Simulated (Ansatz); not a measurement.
Run this with Ansatz's Python interface and show what comes out.

`md.py`:
```python
"""A short Born-Oppenheimer trajectory of CH5NSn."""

import ansatz as az
import numpy as np

GEOMETRY = """
C    -0.99500    0.52530   -1.18690
N    -0.88020   -0.44820   -0.43500
Sn    0.65730   -0.52680    0.87080
H    -1.80520    0.60360   -1.89250
H    -0.35520    1.40350   -1.18210
H     0.57860    0.83000    2.00140
H     2.22470   -0.42440    0.00510
H     0.66700   -2.02010    1.76350
"""

ch5nsn = az.Crystal.molecule()
for line in GEOMETRY.strip().splitlines():
    symbol, *xyz = line.split()
    ch5nsn = ch5nsn.atom(symbol, [float(v) for v in xyz])

setup = (
    ch5nsn.calculation()
    .basis(gaussian="def2-SVP")
    .functional("pbe")
    .accuracy("medium")
    .md("nvt_nose_hoover", timestep=0.25, steps=40, temperature=500, initial_velocities="maxwell_boltzmann", seed=95, thermostat_time=20)
)
frames = []
setup.session().plan().execute(on_event=lambda e: frames.append(e["data"]) if e["event"] == "md_step" else None)
print("t (fs)   E_pot (eV)      E_kin (eV)   T (K)   d(0-1) (A)")
for f in frames[::3]:
    xyz = np.array(f["positions_ang"])
    print(f"{f['time_fs']:6.2f} {f['lagrangian_ev']:14.5f} {f['e_kin_ev']:10.5f} {f['temperature_k']:8.1f} {np.linalg.norm(xyz[0] - xyz[1]):9.4f}")
kept = np.array([f["conserved_ev"] for f in frames])
print(f"conserved energy moves by at most {1000 * np.ptp(kept):.3f} meV")
```

Running `python md.py` prints:
```text
t (fs)   E_pot (eV)      E_kin (eV)   T (K)   d(0-1) (A)
  0.00    -8432.37488    0.38778    500.0    1.2354
  0.75    -8432.36837    0.38126    491.6    1.2338
  1.50    -8432.37332    0.38616    497.9    1.2343
  2.25    -8432.38107    0.39390    507.9    1.2368
  3.00    -8432.38490    0.39773    512.8    1.2414
  3.75    -8432.38462    0.39748    512.5    1.2479
  4.50    -8432.38540    0.39825    513.5    1.2561
  5.25    -8432.39341    0.40621    523.8    1.2656
  6.00    -8432.41172    0.42436    547.2    1.2758
  6.75    -8432.43781    0.45011    580.4    1.2863
  7.50    -8432.46341    0.47513    612.6    1.2964
  8.25    -8432.47703    0.48784    629.0    1.3056
  9.00    -8432.46900    0.47859    617.1    1.3134
  9.75    -8432.43753    0.44571    574.7    1.3194
conserved energy moves by at most 0.266 meV
```

Reading the output:
- These settings explore the input space; basis and method may be short of convergence.
- The trajectory is only some femtoseconds long, so its temperature is not equilibrated; where the script doesn't relax first, it starts from a rough generated geometry.
- def2 sets replace the cores of elements past krypton by effective core potentials.
- The temperature counts the internal degrees of freedom alone.
- The whole script took 88 s on 1 thread of Intel(R) Xeon(R) Platinum 8375C CPU @ 2.90GHz (Ice Lake), on a shared host, peak memory 0.19 GiB.

(Lines on the test bed's own set-up are left out of the output.)
